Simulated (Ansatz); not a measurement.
Crystal: NaLaMnMoO6.

```
Na La Mn Mo O
1.0
     5.43212   -0.01130   -0.00034
     2.44365    4.93484   -0.01855
     0.10940    2.68471    5.04562
Na La Mn Mo O
1 1 1 1 6
Direct
  0.69740 0.05972 0.73638
  0.41072 0.51412 0.00994
  0.92147 0.57866 0.41655
  0.21633 0.97870 0.33337
  0.56869 0.61375 0.56391
  0.40995 0.05114 0.05764
  0.31236 0.21070 0.45135
  0.04288 0.86047 0.12140
  0.05836 0.76646 0.60633
  0.86183 0.36628 0.20313
```

The cell was built by a generator and needn't be a form met in nature.

* Program: Ansatz 0.2.0
* Task: relaxation of cell and atoms
* Functional: PBE
* Dispersion: D3(BJ)
* Potentials or basis: Ansatz PAW
* Cutoff: 420 eV (not typed: the program's choice for these potentials)
* k mesh: 4 × 5 × 4
* Occupations: fermi-dirac, width 0.05 eV
* Spin: collinear spin, ferromagnetic start
* Starting moments: [0.0, 0.0, 4.0, 1.0, 0.0, 0.0, 0.0, 0.0, 0.0, 0.0] μB

At the start: volume 13.57 Å³/atom.

Q: How do energy, volume and symmetry change on relaxing?

A: It ends after 21 steps and the volume is 13.13 Å³/atom (-3.2 %); space group P1 (No. 1, to 0.05 Å); moment 5.00 μB per cell.

The path:
| step | energy change (eV) | largest force (eV/Å) | volume (Å³) |
| --- | --- | --- | --- |
| 1 | 0.0000 | 0.0240 | 135.66 |
| 2 | -0.0304 | 0.2611 | 132.00 |
| 3 | -0.0378 | 0.1137 | 132.39 |
| 4 | -0.0426 | 0.0745 | 132.10 |
| 5 | -0.0460 | 0.0513 | 131.55 |
| 6 | -0.0468 | 0.0352 | 131.46 |
| 7 | -0.0472 | 0.0243 | 131.45 |
| 8 | -0.0485 | 0.0876 | 131.40 |
| 9 | -0.0496 | 0.0597 | 131.42 |
| 10 | -0.0507 | 0.0950 | 131.43 |
| 11 | -0.0516 | 0.0473 | 131.46 |
| 12 | -0.0517 | 0.0408 | 131.61 |
| 13 | -0.0525 | 0.0530 | 131.49 |
| 14 | -0.0528 | 0.0149 | 131.43 |
| 15 | -0.0527 | 0.0119 | 131.49 |
| 16 | -0.0527 | 0.0111 | 131.48 |
| 17 | -0.0427 | 0.0116 | 131.48 |
| 18 | -0.0439 | 0.0347 | 131.22 |
| 19 | -0.0435 | 0.0186 | 131.35 |
| 20 | -0.0437 | 0.0085 | 131.32 |
| 21 | -0.0433 | 0.0085 | 131.32 |

Final structure:
```
CELL_PARAMETERS angstrom
5.39564 -0.10201 -0.03452
2.34462 4.77769 -0.09263
0.03182 2.55955 5.00591
ATOMIC_POSITIONS crystal
Na 0.70228 0.05923 0.72829
La 0.41162 0.51880 0.00611
Mn 0.91309 0.58636 0.40974
Mo 0.22299 0.97338 0.33731
O 0.57316 0.61903 0.56963
O 0.42224 0.03067 0.06082
O 0.30973 0.23128 0.44130
O 0.03255 0.86999 0.11407
O 0.05880 0.74891 0.60654
O 0.85351 0.36235 0.22619
```

Caveat: the plane-wave basis is chosen anew once the cell has moved, so the energies of steps on either side of that aren't comparable; the pressure holds a Pulay correction of +0.6 GPa for the finite cutoff; a cell with one magnetic atom can't hold antiferromagnetic order, which such compounds often take.
